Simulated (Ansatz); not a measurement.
# PAuF₄: how energies converge with the basis set

An exercise on one series of results from a longer session: the logs are not shown, and one member is left open.

Computed with Ansatz 0.2.0, Gaussian basis. Level: one geometry, several basis sets.

Levels to be run: PBE0-D4/def2-SVP; ωB97M-V/def2-SVP; PBE0-D4/def2-QZVPP; ωB97M-V/def2-QZVPP; the functionals' def2-TZVPP values are taken from earlier runs.

1 further run of the same task is left out (for a known fault of the program).

### Structure used throughout

All runs share one geometry, relaxed beforehand with PBE0-D4 in a triple-zeta def2 set. Au takes the def2 core potential; no spin-orbit term is included.

SMILES `[F][Au-][P+](F)(F)F`, 6 atoms, charge 0, spin multiplicity 1.

Atoms are counted from 1 here; the program's logs count them from 0.

Bond lengths: F1–Au2 1.927 Å, Au2–P3 2.135 Å, P3–F4 1.542 Å, P3–F5 1.542 Å, P3–F6 1.542 Å. Angles: F1–Au2–P3 180.0°, Au2–P3–F4 118.0°, Au2–P3–F5 118.0°, Au2–P3–F6 118.0°, F4–P3–F5 99.8°, F4–P3–F6 99.8°, F5–P3–F6 99.8°.

Set-up of the first run:

The input, in.yaml:

```yaml
crystal:
  periodic: [false, false, false]
  atoms:
    - {symbol: F, position_ang: [0.956130, -2.891298, 1.489862]}
    - {symbol: Au, position_ang: [0.412771, -1.248197, 0.643216]}
    - {symbol: P, position_ang: [-0.189328, 0.572512, -0.295001]}
    - {symbol: F, position_ang: [-1.362905, 0.517351, -1.293722]}
    - {symbol: F, position_ang: [0.850249, 1.322086, -1.152429]}
    - {symbol: F, position_ang: [-0.666916, 1.727556, 0.608074]}
basis:
  gaussian: {orbitals: def2-SVP}
hamiltonian: {xc: pbe0, dispersion: d4}
output: {orbitals: {seedname: orbitals}}
```

Started as:

```bash
> ansatz run in.yaml --threads 4 --pin off --events-out ev --progress --plain --max-ram 10444MiB
```

Among the steps run: PBE0-D4 in def2-SVP; ωB97M-V in def2-SVP; PBE0-D4 in def2-QZVPP; ωB97M-V in def2-QZVPP.

One of the session's tables, all rows but one given; the rest of the session is left out.

It belongs to the step «Functionals by basis». 

| functional | basis | HOMO (eV) | LUMO (eV) |
| --- | --- | --- | --- |
| PBE0-D4 | def2-SVP | -8.83 | -1.32 |
| PBE0-D4 | def2-TZVPP | -8.92 | -1.47 |
| PBE0-D4 | def2-QZVPP | -8.93 | -1.56 |
| ωB97M-V | def2-SVP | -11.16 | 0.44 |
| ωB97M-V | def2-TZVPP | -11.23 | 0.23 |
| ωB97M-V | def2-QZVPP | ? | ? |

Estimate the missing values for ωB97M-V, def2-QZVPP.

The run gave: HOMO (eV): -11.25; LUMO (eV): 0.06. In the column «HOMO (eV)» it is the lowest.
